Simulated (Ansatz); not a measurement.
**C₃H₆GaN: one species, many methods**

An exercise on one series of results from a longer session: the logs are not shown, and one member is left open.

Program: Ansatz 0.2.0, Gaussian basis. Level of theory: functionals in def2-TZVPP, the program's frozen cores in correlated methods. These are calculated values, not measurements.

Plan: PBE-D4, r2SCAN-D4, PBE0-D4, B3LYP-D4, ωB97X-V, ωB97M-V, B2PLYP; CCSD(T)/def2-TZVPP; MP2/def2-QZVPP; extrapolation to the limit.

### The geometry

An earlier PBE0-D4 in a triple-zeta def2 set relaxation fixed the geometry.

11 atoms, charge 0, spin multiplicity 1.

Atoms are counted from 1 here; the program's logs count them from 0.

Bond lengths: C1–C2 1.517 Å, C1–H6 1.096 Å, C1–H7 1.094 Å, C1–H8 1.092 Å, C2–C3 1.520 Å, C2–Ga5 2.017 Å, C2–H9 1.096 Å, C3–N4 1.279 Å, C3–H10 1.104 Å, N4–Ga5 1.930 Å, Ga5–H11 1.561 Å. Angles: C2–C1–H6 111.6°, C2–C1–H7 112.0°, C2–C1–H8 111.1°, H6–C1–H7 107.2°, H6–C1–H8 107.2°, H7–C1–H8 107.5°, C1–C2–C3 116.8°, C1–C2–Ga5 124.8°, C1–C2–H9 110.1°, C3–C2–Ga5 78.5°, C3–C2–H9 109.7°, Ga5–C2–H9 113.0°, C2–C3–N4 118.3°, C2–C3–H10 120.4°, N4–C3–H10 121.3°, C3–N4–Ga5 87.7°, C2–Ga5–N4 75.1°, C2–Ga5–H11 148.6° and more.

Geometry (Å):

```mol
C3H6GaN
  3D, bonds by distance, orders not assigned

 11 11  0  0  0  0  0  0  0  0999 V2000
   -1.0451    0.8625    0.5083 C   0  0
    0.0298   -0.2071    0.4536 C   0  0
    1.3625    0.1905   -0.1606 C   0  0
    1.8507   -0.5496   -1.0828 N   0  0
    0.2170   -1.5749   -1.0171 Ga  0  0
   -0.7590    1.6894    1.1682 H   0  0
   -1.2474    1.2910   -0.4772 H   0  0
   -1.9848    0.4561    0.8887 H   0  0
    0.1945   -0.6277    1.4520 H   0  0
    1.8873    1.0982    0.1837 H   0  0
   -0.4399   -2.6852   -1.8961 H   0  0
  1  2  8  0
  2  3  8  0
  3  4  8  0
  4  5  8  0
  1  6  8  0
  1  7  8  0
  1  8  8  0
  2  9  8  0
  3 10  8  0
  5 11  8  0
  2  5  8  0
M  END
```

Set-up of the first run:

Input file in.yaml:

```yaml
crystal:
  periodic: [false, false, false]
  atoms:
    - {symbol: C, position_ang: [-1.045119, 0.862491, 0.508290]}
    - {symbol: C, position_ang: [0.029832, -0.207062, 0.453552]}
    - {symbol: C, position_ang: [1.362539, 0.190484, -0.160642]}
    - {symbol: N, position_ang: [1.850738, -0.549565, -1.082828]}
    - {symbol: Ga, position_ang: [0.216999, -1.574891, -1.017053]}
    - {symbol: H, position_ang: [-0.759008, 1.689391, 1.168200]}
    - {symbol: H, position_ang: [-1.247414, 1.291016, -0.477227]}
    - {symbol: H, position_ang: [-1.984798, 0.456068, 0.888731]}
    - {symbol: H, position_ang: [0.194459, -0.627686, 1.452000]}
    - {symbol: H, position_ang: [1.887305, 1.098165, 0.183690]}
    - {symbol: H, position_ang: [-0.439935, -2.685209, -1.896113]}
basis:
  gaussian: {orbitals: def2-TZVPP}
hamiltonian: {xc: pbe, dispersion: d4}
output: {forces: true, orbitals: {seedname: orbitals}}
```

Run with:

```sh
> ansatz run in.yaml --threads 4 --pin off --events-out ev --progress --plain --max-ram 10444MiB
```

Among the steps run: PBE-D4 (GGA); r2SCAN-D4 (meta-GGA); PBE0-D4 (hybrid); B3LYP-D4 (hybrid); ωB97X-V (range-separated); ωB97M-V (range-separated); B2PLYP (double hybrid); CCSD(T) in def2-TZVPP; MP2 in def2-QZVPP.

One of the session's tables, all rows but one given; the rest of the session is left out.

It belongs to the step «Atomisation energies». 

| method | atomisation energy (eV) |
| --- | --- |
| PBE-D4 | ? |
| r2SCAN-D4 | 42.561 |
| PBE0-D4 | 42.796 |
| B3LYP-D4 | 42.380 |
| ωB97X-V | 42.607 |
| ωB97M-V | 42.521 |
| B2PLYP | 42.023 |
| HF/def2-TZVPP | 29.871 |
| MP2/def2-TZVPP | 42.231 |
| CCSD/def2-TZVPP | 40.645 |
| CCSD(T)/def2-TZVPP | 41.437 |
| MP2/CBS | 43.239 |
| CCSD(T)/CBS | 42.446 |

**Question.** Estimate the row for PBE-D4.

**Answer.** atomisation energy (eV): 43.684. In the column «atomisation energy (eV)» it is the highest.

To keep in mind: Free atoms (3 C, 1 N, 1 Ga, 6 H) were run apart at each level; the atomisation energy is their sum less the molecule, without zero-point or spin-orbit terms.
